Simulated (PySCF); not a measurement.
**CoF₂⁺: a ladder of methods**

Aim: at the PBE0 minimum of broken-symmetry (Ms = 1) CoF₂⁺, found before, compare methods on energies and levels.

Computed with PySCF 2.14.0. Level: several methods, basis Co def2-TZVP, F def2-TZVP, no relativity, density fitting.

## (1) The starting structure

3 atoms, charge 1, spin multiplicity 3.

Bond lengths: Co1–F2 1.642 Å, Co1–F3 1.642 Å. Angles: F2–Co1–F3 180.0°.

```xyz
3
charge 1 multiplicity 3
Co    0.0000    0.0000    0.0000
F     0.0000    0.0000    1.6421
F     0.0000    0.0000   -1.6421
```

## (2) PBE0

The steps are one call of a driver around PySCF; scf.py gives each level's set-up. Each SCF starts from the density of the minimum. The driver also runs the species with one electron less or more at the same geometry (cation multiplicity 4, anion multiplicity 4); their logs are not shown.

Input file scf.py:

```python
from pyscf import gto, scf, dft
mol = gto.M(atom='''
Co     0.000000     0.000000     0.000000
F      0.000000     0.000000     1.642074
F     -0.000000     0.000000    -1.642074''',
    basis={'Co': 'def2-TZVP', 'F': 'def2-TZVP'},
    charge=1, spin=2)
mf = dft.UKS(mol, xc='PBE0')
mf.grids.atom_grid = (99, 590)
aux = {'Co': 'def2-universal-JKFIT', 'F': 'def2-universal-JKFIT'}
mf = mf.density_fit(auxbasis=aux)
mf.kernel()
```

## (3) HF

scf.py, as its differences from that of step 2:

```diff
@@ -8,2 +8 @@
-mf = dft.UKS(mol, xc='PBE0')
-mf.grids.atom_grid = (99, 590)
+mf = scf.UHF(mol)
```

## (4) MP2

scf.py, as its differences from that of step 3:

```diff
@@ -11,0 +12,2 @@
+from pyscf.mp import dfump2
+dfump2.DFUMP2(mf, frozen=7).kernel()  # the driver gives MP2 a fitting basis of its own (RI)
```

## (5) PBE

scf.py, as its differences from that of step 4:

```diff
@@ -8 +8,2 @@
-mf = scf.UHF(mol)
+mf = dft.UKS(mol, xc='PBE')
+mf.grids.atom_grid = (99, 590)
@@ -12,2 +12,0 @@
-from pyscf.mp import dfump2
-dfump2.DFUMP2(mf, frozen=7).kernel()  # the driver gives MP2 a fitting basis of its own (RI)
```

## (6) r2SCAN

scf.py, as its differences from that of step 5:

```diff
@@ -8 +8 @@
-mf = dft.UKS(mol, xc='PBE')
+mf = dft.UKS(mol, xc='R2SCAN')
```

## (7) B3LYP

scf.py, as its differences from that of step 6:

```diff
@@ -8 +8 @@
-mf = dft.UKS(mol, xc='R2SCAN')
+mf = dft.UKS(mol, xc='B3LYP')
```

## (8) TPSSh

scf.py, as its differences from that of step 7:

```diff
@@ -8 +8 @@
-mf = dft.UKS(mol, xc='B3LYP')
+mf = dft.UKS(mol, xc='TPSSH')
```

(Steps that only read results are left out.)

**Question.** What will these runs give? Wanted: vertical ionisation energy, range; vertical electron affinity, range; gap, range.

**Answer**, as computed:

| quantity | value |
| --- | --- |
| vertical ionisation energy, range | 18.36 (HF) to 20.98 (B3LYP) eV |
| vertical electron affinity, range | 11.25 (PBE) to 13.35 (MP2) eV |
| gap, range | 0.45 (PBE) to 14.08 (HF) eV |

The vertical ionisation energy spreads over 2.61 eV, from HF to B3LYP; without a CCSD(T) value for it there is no yardstick here. Spin contamination is strong in at least one of the open-shell species at PBE0, HF, MP2, PBE, r2SCAN, B3LYP, TPSSh. The determinant is spin-contaminated (⟨S²⟩ = 2.80, pure value 2.00). Other spin states or occupations of the open shell can lie lower.
